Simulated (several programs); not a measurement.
**Many methods on one cell: Sr₂SeO (ordering on rocksalt)**

An ordered 4-atom cell of Sr₂SeO on the rocksalt lattice (R-3m), relaxed with r2SCAN in Ansatz, was computed with several methods. Space group R-3m (No. 166), trigonal; conventional cell a = 4.012 Å, c = 20.077 Å, 23.33 Å³ an atom. O is surrounded by 6 Sr at 2.71 Å; Se is surrounded by 6 Sr at 3.02 Å; Sr is surrounded by 3 O at 2.71 Å and 3 Se at 3.02 Å. Spin-unpolarised throughout. Whether this structure exists isn't addressed.

```yaml
crystal:
  lattice:
    - [2.00614, 1.15824, 6.69244]
    - [-2.00614, 1.15824, 6.69244]
    - [0.00000, -2.31649, 6.69244]
  atoms:
    - { symbol: O, position: [0.00000, 0.00000, 0.00000] }
    - { symbol: Se, position: [0.50000, 0.50000, 0.50000] }
    - { symbol: Sr, position: [0.26341, 0.26341, 0.26341] }
    - { symbol: Sr, position: [0.73659, 0.73659, 0.73659] }
```

Gaps and times are for a single point on this cell; volume and bulk modulus come from each method's own relaxation or energy curve at fixed shape, which is too stiff where a cell has free coordinates or axes. Times are rough, from shared hosts (Arm Neoverse V1; Arm Neoverse V2), and each method has its own mesh and cell size. A dagger marks a closed or tiny gap in a crystal that DFT finds insulating: a failure of the method or a wrong SCF state. A double dagger marks a value from a curve with shape and coordinates held. PM6 (MOPAC), PM7 (MOPAC), GFN2-xTB (tblite) treat a cluster of cells at its zone centre, which samples few k points: where these miss a band edge, the gap comes out too large for that reason alone. Gaps from k meshes are read at a limited set of points (mesh, symmetry points, PBE's band edges), so each method's own least gap may be somewhat smaller. xTB and the PM methods were fitted mostly to molecules, and can miss a solid's gap by electronvolts. Minimal bases can be far off for gaps. Times of the plane-wave ladder aren't listed, since it ran on unlike processors and cards. GLLB-SC's gap includes the derivative discontinuity. G0W0 is at finite bands, cutoff and mesh. d marks a direct gap, i an indirect one (no mark: not told apart), a dash a value that wasn't computed or didn't pass its checks.

| method | kind | gap (eV) | own volume (Å³/atom) | bulk modulus (GPa) | atoms computed | processor time |
| --- | --- | --- | --- | --- | --- | --- |
| light PBE (260 eV and a coarse mesh) | light plane-wave | 1.97 i | – | – | 4 | 1.5 s |
| PM7 (MOPAC) | semi-empirical | 5.76 | – | – | cluster | 5.3 s |
| PM6 (MOPAC) | semi-empirical | 0.78 | – | – | cluster | 8.9 s |
| PBE | semilocal | 1.97 i | 23.72 | 56‡ | 4 | – |
| GFN2-xTB (tblite) | tight binding | 0.00† | 21.46‡ | 35‡ | cluster | 21 s |
| r2SCAN | semilocal | 2.38 i | 23.33 | 62‡ | 4 | – |
| PBE/SZV (CP2K) | small basis | 0.23 d | – | – | 4 | 31 s |
| PBE/DZVP (CP2K) | small basis | 2.17 i | 23.90‡ | 57‡ | 4 | 45 s |
| PBE/single zeta (GPAW) | small basis | 1.63 i | – | – | 4 | 110 s |
| GLLB-SC (GPAW) | model potential | 4.21 | – | – | 4 | 3.5 min |
| G0W0@r2SCAN (140 eV screening cutoff) | many-body | 3.56 | – | – | 4 | – |
| G0W0@PBE (210 eV screening cutoff) | many-body | 3.42 | – | – | 4 | – |

Against r2SCAN (2.38 eV) and with closed or daggered gaps left aside, the nearest gap at the points sampled is that of PBE/DZVP (CP2K) (-0.21 eV) and the farthest that of PM7 (MOPAC) (+3.38 eV). r2SCAN is only a yardstick of convenience: semilocal gaps usually lie below measured ones, which GLLB-SC and hybrids aim to mend.

Volumes against r2SCAN's: PBE +1.7 %.

Runs without a result: GFN1-xTB (tblite) (single point).

Spin-orbit coupling is left out.
